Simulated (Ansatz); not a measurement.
NiMoIrPdW in Ansatz: convergence with k mesh

Input of the first run (k mesh 3 × 3 × 1); the others differ in this setting and in those tied to it:

input.yaml

```yaml
crystal:
  lattice:
    - [2.76616, 0.0, 0.0]
    - [-1.38308, 2.39557, 0.0]
    - [0.0, 0.0, 11.02292]
  atoms:
    - { symbol: Ni, position: [0.33333, 0.66667, 0.59712], spin: 1.0 }
    - { symbol: Mo, position: [0.0, 0.0, 0.41074], spin: 1.0 }
    - { symbol: Pd, position: [0.66667, 0.33333, 0.7952] }
    - { symbol: Ir, position: [0.66667, 0.33333, 0.1996], spin: 0.6 }
    - { symbol: W, position: [0.33333, 0.66667, 0.99734] }
hamiltonian:
  xc: pbe
  pseudopotentials: { kind: paw }
magnetization:
  spin_polarized: true
kpoints:
  mp_grid: { grid: [3, 3, 1] }
scf:
  occupations: { method: fermi_dirac, width: 0.05 }
output:
  forces: true
  stress: true
  eigenvalues: true
```

Potentials or basis: Ansatz PAW.

Command:

```bash
$ ansatz run input.yaml --threads 8 --pin off --max-ram 20480MiB --backend cpu --events-out ev --progress --plain --runs-dir out
```

The cell was built by a generator and needn't be a form met in nature.

Hardware: 8 threads of Intel(R) Xeon(R) Platinum 8259CL CPU @ 2.50GHz (Skylake/Cascade Lake), with other jobs on the host.

| k mesh | energy less the tightest run, at zero smearing (meV/atom) | pressure (GPa) | largest force (eV/Å) | absolute moment (μB) | SCF cycles | CPU time (s) | peak memory (GiB) |
| --- | --- | --- | --- | --- | --- | --- | --- |
| 3 × 3 × 1 | 189.67 | 4.48 | 0.489 | 1.37 | 17 | 7.6 | 0.51 |
| 4 × 4 × 1 | 24.69 | 1.91 | 0.188 | 0.51 | 17 | 8.5 | 0.56 |
| 5 × 5 × 2 | 0.92 | -0.22 | 0.631 | 0.00 | 52 | 39 | 0.62 |
| 6 × 6 × 2 | -5.14 | -0.30 | 0.447 | 0.00 | 45 | 39 | 0.61 |
| 8 × 8 × 2 | 1.76 | 0.26 | 0.060 | 0.00 | 48 | 60 | 0.66 |
| 10 × 10 × 3 | -0.21 | 0.08 | 0.122 | 0.30 | 42 | 89 | 0.74 |
| 12 × 12 × 3 | -4.52 | 0.03 | 0.010 | 0.00 | 44 | 130 | 0.8 |
| 15 × 15 × 4 | -1.84 | 0.04 | 0.068 | 0.00 | 47 | 260 | 1 |
| 18 × 18 × 4 | 0.00 | 0.07 | 0.061 | 0.00 | 47 | 380 | 1.2 |

Against the tightest run, the pressure stays within 0.1 GPa from 10 × 10 × 3 on; the absolute moment stays within 0.02 μB from 12 × 12 × 3 on. Not settled before the last step: the energy (to 1 meV/atom), the largest force (to 0.005 eV/Å). Meshes of other sizes hit other points, so gaps and Fermi surfaces needn't settle smoothly. The tightest run that finished is the yardstick and may itself not be fully converged.

Caveat, for the tightest run too: the starting moments weren't kept. Spin-orbit coupling is left out, which matters for the levels of Ir, W.
